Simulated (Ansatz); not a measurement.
# One shape, several levels: doublet [GeN2H4F2]+

We compute a comparison of 6 runs (U-revPBE/6-31G*, UBHLYP/6-31G*, UPBE/6-31G*, USVWN5/6-31G*, UMP2/6-31G*, UCCSD(T)/6-31G*) of doublet [GeN2H4F2]+. 

The results are computed with Ansatz 0.2.0.

47 further runs of the same task are left out: 47 set aside as unsound or not needed. Runs told in other sessions of the task aren't counted.

## Step 1: Starting point

The species is [GeN2H4F2]+ (9 atoms), meant as a doublet with charge +1. SMILES of the parent species: `[NH2][Ge]([NH2])([F])[F]`. The coordinates come from a PBE0-D4/def2-TZVP relaxation. This is one conformer, not always the lowest. That shape belongs to the parent species and isn't relaxed for this state.

Bond lengths: N1–Ge2 1.794 Å, Ge2–N3 1.794 Å, Ge2–F4 1.728 Å, Ge2–F5 1.728 Å, N1–H6 1.009 Å, N1–H7 1.009 Å, N3–H8 1.009 Å, N3–H9 1.009 Å. Some angles: N1–Ge2–N3 111.5°, N1–Ge2–F4 116.3°, N1–Ge2–F5 105.0°, N3–Ge2–F4 105.0°, N3–Ge2–F5 116.3°, F4–Ge2–F5 102.8°, Ge2–N1–H6 115.9°, Ge2–N1–H7 115.5°, Ge2–N3–H8 115.5°, Ge2–N3–H9 115.8°.

## Step 2: A single-point energy at U-revPBE/6-31G(d) (spherical functions) (run 1)

Contents of input.yaml:

```yaml
basis:
  gaussian: {orbitals: 6-31G_st_-spherical.json}
crystal:
  periodic: [false, false, false]
  atoms:
    - {symbol: "N", position_ang: [-0.357200, 1.470600, -0.432900]}
    - {symbol: Ge, position_ang: [0.131100, -0.254300, -0.371100]}
    - {symbol: N, position_ang: [0.088800, -0.889600, 1.305800]}
    - {symbol: F, position_ang: [-0.830100, -1.356500, -1.291000]}
    - {symbol: F, position_ang: [1.658800, -0.315400, -1.175700]}
    - {symbol: H, position_ang: [-1.289100, 1.676100, -0.105200]}
    - {symbol: H, position_ang: [-0.173100, 1.942600, -1.305600]}
    - {symbol: H, position_ang: [0.163500, -1.892200, 1.392000]}
    - {symbol: H, position_ang: [0.695700, -0.427900, 1.966600]}
total_charge: 1
magnetization: {spin_polarized: true, initial_magnetization: 1}
hamiltonian: {xc: {name: revPBE}}
accuracy: high
output: {orbitals: {seedname: orbitals}}
```

The basis set 6-31G* is read from a file made from the Basis Set Exchange's data (not shown).

The run is started by

```
$ ansatz run input.yaml --threads 1 --pin off --max-ram 2610MiB --events-out events.jsonl --progress --plain --runs-dir runs
```

Standard output:

```text
Warning: RAYON_NUM_THREADS=1 ignored (pool sized by the plan → 1); use --threads N
Functional definition: revPBE
  name "revPBE"
  parameter kappa = 1.245
  parameter beta = 0.06672455060314922
  exchange = pbe_x(kappa = kappa, mu = beta*pi^2/3)
  correlation = pbe_c(beta = beta)
2159 factors; integrals over basis functions are off by at most 4.2e-9 eV
mean field evaluation 1: about -64956.5231 eV, gradient 7.3e1 eV
mean field evaluation 2: about -64901.7555 eV, gradient 1.4e2 eV
mean field evaluation 4: about -64972.0977 eV, gradient 2.0e1 eV
mean field evaluation 8: about -64972.7195 eV, gradient 1.6e1 eV
mean field evaluation 16: about -64974.7723 eV, gradient 3.0e-3 eV
mean field evaluation 32: about -64974.6615 eV, gradient 1.6e-1 eV
mean field -64974.77232375 eV, -2387.7788414152 hartree, gradient 1.8e-8 eV, S^2 0.753946; 4 other end points of the search recorded, 0 dependent functions left out
reference -64974.77232904 eV, -2387.7788416098 hartree; 34, 33 occupied and 62, 63 virtual orbitals, 2159 factors
Total energy: -64974.77232904 eV, -2387.7788416098 hartree
```

Run time: 30 s. Hardware: 1 thread of Arm Neoverse V1, shared host; peak memory 0.35 GiB.

## Step 3: The energy at UBHLYP/6-31G(d) (spherical functions) (run 2)

Contents of job.yaml:

```yaml
basis:
  gaussian: {orbitals: 6-31G_st_-spherical.json}
crystal:
  periodic: [false, false, false]
  atoms:
    - symbol: "N"
      position_ang: [-0.357200, 1.470600, -0.432900]
    - symbol: Ge
      position_ang: [0.131100, -0.254300, -0.371100]
    - symbol: N
      position_ang: [0.088800, -0.889600, 1.305800]
    - symbol: F
      position_ang: [-0.830100, -1.356500, -1.291000]
    - symbol: F
      position_ang: [1.658800, -0.315400, -1.175700]
    - symbol: H
      position_ang: [-1.289100, 1.676100, -0.105200]
    - symbol: H
      position_ang: [-0.173100, 1.942600, -1.305600]
    - symbol: H
      position_ang: [0.163500, -1.892200, 1.392000]
    - symbol: H
      position_ang: [0.695700, -0.427900, 1.966600]
total_charge: 1
magnetization: {spin_polarized: true, initial_magnetization: 1}
hamiltonian: {xc: {name: BHLYP}}
accuracy: high
output: {orbitals: {seedname: orbitals}}
```

The basis set 6-31G* is read from a file made from the Basis Set Exchange's data (not shown).

The run is started by

```
$ ansatz run job.yaml --threads 1 --pin off --max-ram 2610MiB --events-out events.jsonl --progress --plain --runs-dir runs
```

Standard output:

```text
Warning: RAYON_NUM_THREADS=1 ignored (pool sized by the plan → 1); use --threads N
Functional definition: BHLYP
  name "BHLYP"
  parameter a = 0.5
  exchange = (1 - a)*b88_x + a*exact_x
  correlation = lyp_c
2159 factors; integrals over basis functions are off by at most 4.2e-9 eV
mean field evaluation 1: about -64966.7688 eV, gradient 5.5e1 eV
mean field evaluation 2: about -64965.2507 eV, gradient 6.2e1 eV
mean field evaluation 4: about -64976.9386 eV, gradient 1.6e0 eV
mean field evaluation 8: about -64976.9937 eV, gradient 3.2e-1 eV
mean field evaluation 16: about -64976.9944 eV, gradient 7.7e-4 eV
mean field evaluation 32: about -64976.9945 eV, gradient 9.7e-7 eV
mean field -64976.99445618 eV, -2387.8605032758 hartree, gradient 2.9e-8 eV, S^2 0.771251; 2 other end points of the search recorded, 0 dependent functions left out
reference -64976.99448372 eV, -2387.8605042882 hartree; 34, 33 occupied and 62, 63 virtual orbitals, 2159 factors
Total energy: -64976.99448372 eV, -2387.8605042882 hartree
```

It took 1.9 min on 1 thread of Arm Neoverse V1, shared host; peak memory 0.62 GiB.

Run 3 isn't shown in full; the table further down has it.

## Step 4: The energy at USVWN5/6-31G(d) (spherical functions) (run 4)

Contents of molecule.yaml:

```yaml
crystal:
  periodic: [false, false, false]
  atoms:
    - {symbol: "N", position_ang: [-0.357200, 1.470600, -0.432900]}
    - {symbol: Ge, position_ang: [0.131100, -0.254300, -0.371100]}
    - {symbol: "N", position_ang: [0.088800, -0.889600, 1.305800]}
    - {symbol: F, position_ang: [-0.830100, -1.356500, -1.291000]}
    - {symbol: F, position_ang: [1.658800, -0.315400, -1.175700]}
    - {symbol: H, position_ang: [-1.289100, 1.676100, -0.105200]}
    - {symbol: H, position_ang: [-0.173100, 1.942600, -1.305600]}
    - {symbol: H, position_ang: [0.163500, -1.892200, 1.392000]}
    - {symbol: H, position_ang: [0.695700, -0.427900, 1.966600]}
basis:
  gaussian:
    orbitals: 6-31G_st_-spherical.json
output: {orbitals: {seedname: orbitals}}
total_charge: 1
accuracy: high
magnetization:
  spin_polarized: true
  initial_magnetization: 1
hamiltonian:
  xc: {name: SVWN5}
```

The basis set 6-31G* is read from a file made from the Basis Set Exchange's data (not shown).

The run is started by

```
$ ansatz run molecule.yaml --threads 1 --pin off --max-ram 2610MiB --events-out events.jsonl --progress --plain --runs-dir runs
```

Standard output:

```text
Warning: RAYON_NUM_THREADS=1 ignored (pool sized by the plan → 1); use --threads N
Functional definition: SVWN5
  name "SVWN5"
  exchange = slater_x
  correlation = vwn5_c
2159 factors; integrals over basis functions are off by at most 4.2e-9 eV
mean field evaluation 1: about -64818.4445 eV, gradient 7.4e1 eV
mean field evaluation 2: about -64763.8468 eV, gradient 1.5e2 eV
mean field evaluation 4: about -64833.7127 eV, gradient 2.3e1 eV
mean field evaluation 8: about -64834.7648 eV, gradient 1.7e1 eV
mean field evaluation 16: about -64837.0391 eV, gradient 5.2e-3 eV
mean field evaluation 32: about -64836.9385 eV, gradient 2.3e-1 eV
mean field -64837.03905680 eV, -2382.7172372137 hartree, gradient 1.8e-8 eV, S^2 0.752695; 4 other end points of the search recorded, 0 dependent functions left out
reference -64837.03906091 eV, -2382.7172373648 hartree; 34, 33 occupied and 62, 63 virtual orbitals, 2159 factors
Total energy: -64837.03906091 eV, -2382.7172373648 hartree
```

Run time: 16 s. Hardware: 1 thread of Arm Neoverse V1, shared host; peak memory 0.32 GiB.

Run 5 isn't shown in full; the table further down has it.

## Step 5: The energy at UCCSD(T)/6-31G(d) (spherical functions) (run 6)

Contents of input.yaml:

```yaml
crystal:
  periodic: [false, false, false]
  atoms:
    - {symbol: N, position_ang: [-0.357200, 1.470600, -0.432900]}
    - {symbol: Ge, position_ang: [0.131100, -0.254300, -0.371100]}
    - {symbol: N, position_ang: [0.088800, -0.889600, 1.305800]}
    - {symbol: F, position_ang: [-0.830100, -1.356500, -1.291000]}
    - {symbol: F, position_ang: [1.658800, -0.315400, -1.175700]}
    - {symbol: H, position_ang: [-1.289100, 1.676100, -0.105200]}
    - {symbol: H, position_ang: [-0.173100, 1.942600, -1.305600]}
    - {symbol: H, position_ang: [0.163500, -1.892200, 1.392000]}
    - {symbol: H, position_ang: [0.695700, -0.427900, 1.966600]}
basis:
  gaussian: {orbitals: 6-31G_st_-spherical.json}
scf: {omitted_lower_state_checks: [cluster_reference, increment]}
total_charge: 1
magnetization: {spin_polarized: true, initial_magnetization: 1}
correlation: {method: ccsd_t, frozen_orbitals: {F: 1, Ge: 9, H: 0, "N": 1}}
accuracy: high
```

The basis set 6-31G* is read from a file made from the Basis Set Exchange's data (not shown).

The run is started by

```
$ ansatz run input.yaml --threads 1 --pin off --max-ram 2610MiB --events-out events.jsonl --progress --plain --runs-dir runs
```

Standard output:

```text
Warning: RAYON_NUM_THREADS=1 ignored (pool sized by the plan → 1); use --threads N
[... 13 lines left out ...]
13 core orbitals not correlated: weight in the atoms' cores, before any rotation towards them, 1.000 or more for the frozen orbitals, at most 0.000 for the correlated occupied ones
[... 40 lines left out ...]
Total energy: -64922.32008114 eV, -2385.8512570529 hartree
Checks for a lower state left out: cluster_reference, increment
```

Wall time 5.5 min (1 thread of Arm Neoverse V1, shared host); peak memory 1.4 GiB.

## Step 6: All runs side by side

```tsv
run	level	frozen core orbitals	energy (Eh)	HOMO energy (eV)	LUMO energy (eV)	⟨S²⟩	wall time
1	U-revPBE/6-31G* (spherical functions)	–	-2387.778842	-13.14	-13.05	0.754	30 s
2	UBHLYP/6-31G* (spherical functions)	–	-2387.860504	-14.49	-11.74	0.771	1.9 min
3	UPBE/6-31G* (spherical functions)	–	-2387.407510	-13.21	-13.12	0.754	31 s
4	USVWN5/6-31G* (spherical functions)	–	-2382.717237	-13.48	-13.41	0.753	16 s
5	UMP2/6-31G* (spherical functions)	13	-2385.817850	–	–	0.759	17 s
6	UCCSD(T)/6-31G* (spherical functions)	13	-2385.851257	–	–	0.759	5.5 min
```

## Step 7: Results

```
                                           quantity           value
                                run 6: total energy  -2385.85126 Eh
run 6: correlation energy (13 core orbitals frozen)      -918.6 mEh
                              run 6: (T) correction      -18.75 mEh
           run 6: ⟨S²⟩ of the reference determinant           0.759
                               run 6: T1 diagnostic           0.028
```

**Reading.** Totals of different functionals can't be ranked against each other. All runs together took 9 min, the longest 5.5 min.
